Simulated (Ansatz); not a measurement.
# C3H3BS: basis-set convergence

One table from this session's results is given with a row withheld; the runs are named, their logs left out.

Method: one geometry, several basis sets; program: Ansatz 0.2.0, Gaussian basis.

Levels to be run: PBE0-D4/def2-SVP; ωB97M-V/def2-SVP; PBE0-D4/def2-QZVPP; ωB97M-V/def2-QZVPP; the functionals' def2-TZVPP values are taken from earlier runs.

## The relaxed structure

All runs share one geometry, relaxed beforehand with PBE0-D4 in a triple-zeta def2 set.

SMILES `BC=C=C=S`, 8 atoms, charge 0, spin multiplicity 1.

Atoms are counted from 1 here; the program's logs count them from 0.

Bond lengths: B1–C2 1.551 Å, B1–H6 1.193 Å, B1–H7 1.195 Å, C2–C3 1.326 Å, C2–H8 1.092 Å, C3–C4 1.268 Å, C4–S5 1.565 Å. Angles: C2–B1–H6 119.1°, C2–B1–H7 120.1°, H6–B1–H7 120.8°, B1–C2–C3 121.1°, B1–C2–H8 121.2°, C3–C2–H8 117.7°, C2–C3–C4 176.9°, C3–C4–S5 179.3°.

The first run:

in.yaml reads:

```yaml
crystal:
  periodic: [false, false, false]
  atoms:
    - {symbol: B, position_ang: [-0.094862, 0.193073, 1.563753]}
    - {symbol: C, position_ang: [0.470391, -0.542951, 0.321014]}
    - {symbol: C, position_ang: [0.121902, -0.181210, -0.906527]}
    - {symbol: C, position_ang: [-0.250714, 0.213198, -2.053000]}
    - {symbol: S, position_ang: [-0.699295, 0.686084, -3.475497]}
    - {symbol: H, position_ang: [-0.855507, 1.098056, 1.406591]}
    - {symbol: H, position_ang: [0.232001, -0.147680, 2.661348]}
    - {symbol: H, position_ang: [1.168284, -1.375769, 0.426419]}
basis:
  gaussian: {orbitals: def2-SVP}
hamiltonian: {xc: pbe0, dispersion: d4}
output: {orbitals: {seedname: orbitals}}
```

Command:

```bash
ansatz run in.yaml --threads 2 --pin off --events-out ev --progress --plain --max-ram 4352MiB
```

Steps of the session up to this table: PBE0-D4 in def2-SVP; ωB97M-V in def2-SVP; PBE0-D4 in def2-QZVPP; ωB97M-V in def2-QZVPP.

One of the session's tables, all rows but one given; the rest of the session is left out.

It belongs to the step «Functionals by basis». 

```
functional       basis  HOMO (eV)  LUMO (eV)
   PBE0-D4    def2-SVP      -6.40      -4.04
   PBE0-D4  def2-TZVPP      -6.47      -4.10
   PBE0-D4  def2-QZVPP      -6.49      -4.11
   ωB97M-V    def2-SVP          ?          ?
   ωB97M-V  def2-TZVPP      -8.50      -2.11
   ωB97M-V  def2-QZVPP      -8.53      -2.14
```

Estimate the missing values for ωB97M-V, def2-SVP.

The run gave: HOMO (eV): -8.40; LUMO (eV): -2.00. In the column «HOMO (eV)» it lies between ωB97M-V, def2-TZVPP (-8.50) and PBE0-D4, def2-QZVPP (-6.49).
